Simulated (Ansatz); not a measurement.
# AlCl2H3O: the cost of one run

Program: Ansatz 0.2.0, Gaussian basis. Level of theory: PBE0-D4, def2-SVP first, then def2-TZVP. These are calculated values, not measurements.

153 further runs of the same task are left out: 1 that didn't finish, 152 set aside as unsound or not needed.

### Step 1. The system as given

The guess: 7 atoms, charge 0, spin multiplicity 1.

Atoms are counted from 1 here; the program's logs count them from 0.

Bond lengths: Al1–O2 1.757 Å, Al1–Cl3 2.036 Å, Al1–Cl4 2.036 Å, Al1–H5 1.737 Å, Al1–H6 1.714 Å, O2–H5 1.266 Å, O2–H7 0.956 Å. Angles: O2–Al1–Cl3 113.6°, O2–Al1–Cl4 113.5°, O2–Al1–H5 42.5°, O2–Al1–H6 81.8°, Cl3–Al1–Cl4 123.7°, Cl3–Al1–H5 117.7°, Cl3–Al1–H6 107.8°, Cl4–Al1–H5 117.6°, Cl4–Al1–H6 107.8°, H5–Al1–H6 39.3°, Al1–O2–H5 67.9°, Al1–O2–H7 164.3°, H5–O2–H7 127.8°, Al1–H5–O2 69.6°.

Geometry (Å):

```tsv
atom	x (Å)	y (Å)	z (Å)
Al1	-0.5103	-0.3971	-0.1283
O2	0.8289	0.7076	-0.3978
Cl3	-0.0945	-2.3222	-0.6440
Cl4	-2.3380	0.4668	-0.3712
H5	0.6618	0.4541	0.8310
H6	-0.0403	-0.1790	1.5053
H7	1.4924	1.2698	-0.7949
```

Distances that are to change: Al1–H6 1.71 Å, O2–H5 1.27 Å, Al1–O2 1.76 Å, H5–H6 1.16 Å.

### Step 2. Relaxing the guess with the reacting distances held

hold/in.yaml

```yaml
crystal:
  periodic: [false, false, false]
  atoms:
    - {symbol: Al, position_ang: [-0.510300, -0.397100, -0.128300]}
    - {symbol: O, position_ang: [0.828900, 0.707600, -0.397800]}
    - {symbol: Cl, position_ang: [-0.094500, -2.322200, -0.644000]}
    - {symbol: Cl, position_ang: [-2.338000, 0.466800, -0.371200]}
    - {symbol: H, position_ang: [0.661800, 0.454100, 0.831000]}
    - {symbol: H, position_ang: [-0.040300, -0.179000, 1.505300]}
    - {symbol: H, position_ang: [1.492400, 1.269800, -0.794900]}
basis:
  gaussian: {orbitals: def2-SVP}
hamiltonian: {xc: pbe0, dispersion: d4}
relax: {f_tol: 0.04, max_steps: 150, escape_saddle: false, constraints: [{distance: [0, 5]}, {distance: [1, 4]}, {distance: [0, 1]}, {distance: [4, 5]}]}
```

On the command line:

```sh
ansatz run in.yaml --threads 3 --pin off --events-out ev --progress --plain --max-ram 6092MiB
```

**Question.** How long does this run take on 3 threads of Intel Xeon at 2.30GHz, shared host?

About 21 s.
